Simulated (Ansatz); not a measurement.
**Ga2SbP: the band gap up the ladder of functionals**

The task here is to estimate one member of a computed series from the others.

The runs shown are made with Ansatz 0.2.0. PAW datasets, plane waves. The calculation is spin-unpolarised, and the structure need not be a phase that has been made.

## The system as given

The cell was relaxed beforehand with r2SCAN.

The symmetry is P-4m2 (No. 115, tetragonal); conventional cell a = 4.100 Å, c = 11.558 Å, 24.29 Å³ an atom. Around P lie 4 Ga at 2.42 Å; around Ga lie 4 P at 2.42 Å; around Ga lie 2 P at 2.42 Å and 2 Sb at 2.60 Å; around Sb lie 4 Ga at 2.60 Å; around Ga lie 4 Sb at 2.60 Å.

As a file:

```
CELL_PARAMETERS angstrom
4.10050 0.00000 0.00000
0.00000 4.10050 0.00000
0.00000 0.00000 11.55840
ATOMIC_POSITIONS crystal
P 0.50000 0.00000 0.11146
Ga 0.50000 0.50000 0.00000
P 0.00000 0.50000 0.88854
Ga 0.00000 0.00000 0.77666
Sb 0.50000 0.00000 0.63787
Ga 0.50000 0.50000 0.50000
Sb 0.00000 0.50000 0.36213
Ga 0.00000 0.00000 0.22334
```

The first run:

input.yaml

```yaml
crystal:
  lattice:
    - [4.1004999376, 0.0, 0.0]
    - [0.0, 4.1004999376, 0.0]
    - [0.0, 0.0, 11.5583976816]
  atoms:
    - { symbol: P, position: [0.5, 0.0, 0.1114562508] }
    - { symbol: Ga, position: [0.5, 0.5, 0.0] }
    - { symbol: P, position: [0.0, 0.5, 0.8885437492] }
    - { symbol: Ga, position: [0.0, 0.0, 0.7766587209] }
    - { symbol: Sb, position: [0.5, 0.0, 0.6378707674] }
    - { symbol: Ga, position: [0.5, 0.5, 0.5] }
    - { symbol: Sb, position: [0.0, 0.5, 0.3621292326] }
    - { symbol: Ga, position: [0.0, 0.0, 0.2233412791] }
kpoints:
  mp_grid: { grid: [6, 6, 2] }
  band_path:
    path:
      - [[0.0, 0.0, 0.0], [0.0, 0.5, 0.0], [0.5, 0.5, -1.171582274642e-34], [0.0, 0.0, 0.0], [5.428761337575e-52, 0.0, 0.5], [5.428761337575e-52, 0.5, 0.5], [0.5, 0.5, 0.5], [5.428761337575e-52, 0.0, 0.5]]
      - [[0.0, 0.5, 0.0], [5.428761337575e-52, 0.5, 0.5]]
      - [[0.5, 0.5, -1.171582274642e-34], [0.5, 0.5, 0.5]]
    npoints: 10
hamiltonian:
  xc: pbe
scf:
  occupations: { method: fermi_dirac, width: 0.02 }
  n_extra_bands: 6
output:
  forces: true
  stress: true
  eigenvalues: true
```

Started as:

```sh
> ansatz run input.yaml --threads 2 --pin off --max-ram 29491MiB --backend cpu --events-out ev --progress --plain --runs-dir out
```

Among the steps run: PBE bands along the symmetry lines; r2SCAN at the same geometry; Single point with HSE06; PBE+SOC at the same geometry; PBE0.

One of the session's tables, all rows but one given; the rest of the session is left out.

| level | gap (eV) |
| --- | --- |
| PBE | 0.31 |
| r2SCAN | ? |
| HSE06 | 1.04 |
| PBE+SOC | 0.13 |
| PBE0 | 1.68 |

Q: Estimate the row for r2SCAN from the others.

**Answer.** gap (eV): 0.63. In the column «gap (eV)» it lies between PBE (0.31) and HSE06 (1.04).

Meshes: PBE 6×6×2, r2SCAN 6×6×2, HSE06 4×4×2, PBE+SOC 6×6×2, PBE0 4×4×2

Against HSE06, PBE is short by 0.73 eV, at 29 % of it, and r2SCAN 61 %. PBE0 lies 0.64 eV above HSE06, which differs from it by screening the long-range exchange.

Limits of these values: Warnings in the runs' records: stress scf threshold loose, stress exchange threshold loose.
